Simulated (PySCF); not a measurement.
# Ga3H7N3O: the cost of one run

Computed with PySCF 2.14.0; each step states its level. No surroundings beyond the atoms listed, unless a continuum is named. Atoms count from 0, parts from 1.

### 1 Starting point

Each species was relaxed by itself at GFN2-xTB.

### 2 Reaction energy: PBE0-D3(BJ)/def2-SVP

Job settings and geometry (Å):

```
{"job": {"kind": "react", "xc": "PBE0", "basis": "def2-SVP", "disp": "d3bj"}, "charge": 1, "multiplicity": 1}
-1 Ga3H6N3O charge 0 multiplicity 1
O     -2.045460     2.314760    -0.995780
Ga    -0.946160     1.066600    -0.502850
N     -0.097410    -0.130880    -1.635110
Ga     1.049700    -1.425200    -1.022330
N      1.326580    -1.491220     0.795540
Ga     0.529790    -0.341360     1.993840
N     -0.599570     0.925520     1.301160
H     -2.347690     2.564270    -1.866230
H     -0.288270    -0.037150    -2.629780
H      1.741750    -2.404220    -1.994830
H      1.955160    -2.205280     1.158860
H      0.807040    -0.434340     3.509410
H     -1.085450     1.598500     1.888110

-1 H3O charge 1 multiplicity 1
O      0.000720    -0.000930     0.213250
H     -0.531210    -0.776730    -0.074340
H     -0.408760     0.848720    -0.066080
H      0.939250    -0.071060    -0.072820

+1 Ga3H7N3O charge 1 multiplicity 1
O     -1.245010    -2.442900     1.338800
Ga    -0.294000    -1.041880     0.112260
N     -1.570010     0.005900    -0.675420
Ga    -0.903670     1.706310    -1.239790
N      0.846120     2.029180    -0.729070
Ga     2.109110     0.960970     0.103050
N      1.419630    -0.728340     0.664400
H     -0.844180    -2.972630     2.046850
H     -2.210360    -2.521100     1.409240
H     -2.257200    -0.461260    -1.266400
H     -1.835020     2.682290    -1.962760
H      1.177950     2.967940    -0.952760
H      3.553520     1.340720     0.434500
H      2.053140    -1.525200     0.717100

+1 H2O charge 0 multiplicity 1
O      0.001420     0.379470     0.006130
H     -0.772710    -0.186790    -0.006180
H      0.771290    -0.192690     0.000050
```

Level: PBE0-D3(BJ)/def2-SVP reaction energy of separated species, gas phase.

Command:

```bash
OMP_NUM_THREADS=1 python cluster_run.py task.json out
```

The driver reads the jobs from task.json and runs them one after another.

**Question.** How long does this first job take on 1 thread of Intel Xeon at 2.50GHz, shared host, and how much memory does it need?

About 92 s, with a peak of 0.74 GiB.
